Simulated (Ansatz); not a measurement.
# CH4FGaSi: up Jacob's ladder to CCSD(T)

How much do the methods differ for CH4FGaSi? The plan is to run it at one geometry with functionals of several rungs and with coupled cluster. The yardstick is the atomisation energy at the CCSD(T) limit.

Method: functionals in def2-TZVPP, the program's frozen cores in correlated methods; program: Ansatz 0.2.0, Gaussian basis.

Plan: LDA (SPW92), PBE-D4, revPBE-D4, BLYP-D4, r2SCAN-D4, B97M-V, PBE0-D4, B3LYP-D4, r2SCANh-D4, r2SCAN0-D4, HSE06-D4, BHLYP-D4, CAM-B3LYP-D4, LC-ωPBE, ωB97X-V, ωB97M-V, B2PLYP, PBE-QIDH; CCSD(T)/def2-SVP; CCSD(T)/def2-TZVPP; MP2/def2-QZVPP; extrapolation to the limit; RPA on PBE.

## 1. The geometry

An earlier PBE0-D4 in a triple-zeta def2 set relaxation fixed the geometry.

8 atoms, charge 0, spin multiplicity 1.

Atoms are counted from 1 here; the program's logs count them from 0.

Bond lengths: F1–C2 1.351 Å, C2–Si3 1.768 Å, C2–H5 1.085 Å, Si3–Ga4 2.501 Å, Si3–H6 1.477 Å, Si3–H7 1.479 Å, Ga4–H8 1.614 Å. Angles: F1–C2–Si3 121.3°, F1–C2–H5 112.6°, Si3–C2–H5 126.0°, C2–Si3–Ga4 80.0°, C2–Si3–H6 119.8°, C2–Si3–H7 113.6°, Ga4–Si3–H6 112.4°, Ga4–Si3–H7 107.3°, H6–Si3–H7 116.9°, Si3–Ga4–H8 110.1°.

## 2. LDA

This LDA is Slater exchange with PW92 correlation.

Contents of in.yaml:

```yaml
crystal:
  periodic: [false, false, false]
  atoms:
    - {symbol: F, position_ang: [-1.801767, 0.694449, -0.330051]}
    - {symbol: C, position_ang: [-0.503853, 0.514517, -0.659548]}
    - {symbol: Si, position_ang: [0.771721, 0.587160, 0.561975]}
    - {symbol: Ga, position_ang: [0.108949, -1.815839, 0.766337]}
    - {symbol: H, position_ang: [-0.371680, 0.251351, -1.703874]}
    - {symbol: H, position_ang: [0.549030, 1.340324, 1.812841]}
    - {symbol: H, position_ang: [2.136493, 0.620863, -0.006783]}
    - {symbol: H, position_ang: [-0.796794, -2.249826, -0.496697]}
basis:
  gaussian: {orbitals: def2-TZVPP}
hamiltonian: {xc: lda}
output: {orbitals: {seedname: orbitals}}
```

Run with:

```console
> ansatz run in.yaml --threads 2 --pin off --events-out ev --progress --plain --max-ram 4352MiB
```

After this run come: PBE-D4 (GGA); revPBE-D4 (GGA); BLYP-D4 (GGA); r2SCAN-D4 (meta-GGA); B97M-V (meta-GGA); PBE0-D4 (hybrid); B3LYP-D4 (hybrid); r2SCANh-D4 (hybrid); r2SCAN0-D4 (hybrid); HSE06-D4 (hybrid); BHLYP-D4 (hybrid); CAM-B3LYP-D4 (range-separated); LC-ωPBE (range-separated); ωB97X-V (range-separated); ωB97M-V (range-separated); B2PLYP (double hybrid); PBE-QIDH (double hybrid); CCSD(T) in def2-SVP; CCSD(T) in def2-TZVPP; MP2 in def2-QZVPP; RPA on PBE orbitals.

**Question.** What will the summary of the whole plan be? Wanted: atomisation energy, CCSD(T)/CBS; farthest beyond LDA; mean size of error, GGA; mean size of error, meta-GGA; mean size of error, hybrid; mean size of error, range-separated; mean size of error, double hybrid; gap, smallest and largest; T1 diagnostic.

The runs gave:

| quantity | value |
| --- | --- |
| atomisation energy, CCSD(T)/CBS | 2295.4 kJ/mol |
| functionals within 23.0 kJ/mol (1.0 %) | revPBE-D4, BLYP-D4, r2SCAN-D4, B97M-V, PBE0-D4, B3LYP-D4, r2SCANh-D4, HSE06-D4, CAM-B3LYP-D4, ωB97X-V, ωB97M-V |
| farthest beyond LDA | BHLYP-D4 (-105.8 kJ/mol) |
| mean size of error, GGA | 22.2 kJ/mol |
| mean size of error, meta-GGA | 19.4 kJ/mol |
| mean size of error, hybrid | 31.6 kJ/mol |
| mean size of error, range-separated | 26.6 kJ/mol |
| mean size of error, double hybrid | 43.5 kJ/mol |
| gap, smallest and largest | 1.98 eV (LDA (SPW92)), 7.65 eV (LC-ωPBE) |
| T1 diagnostic | 0.0173 |
| triples share of the correlation energy | 4.3 % |

The LDA atomisation energy is off by 388.6 kJ/mol (17 %): it overbinds. PBE-D4 is off by +55.5 kJ/mol. Double hybrids carry the basis error of their MP2 part in triple zeta, and no dispersion term here, so their miss is partly the set-up's. The rungs meta-GGA, GGA miss on average by less than the doubt on the reference (23.0 kJ/mol), so they tie. The reference freezes the cores and leaves out relativity and excitations past (T), and its outer-core shells are covered unevenly, so misses under about 23.0 kJ/mol can't be ranked. Hartree-Fock recovers 67 % of the binding; the rest is correlation. CCSD(T) in def2-SVP is off by -165.4 kJ/mol, so the small basis spoils what the method gains. The gap grows from 2.0 to 7.7 eV across the functionals, mostly with the share of exact exchange. The restricted reference is unstable towards a spin-broken one. Correlated methods include outer-core shells of Ga, which these sets cover unevenly.
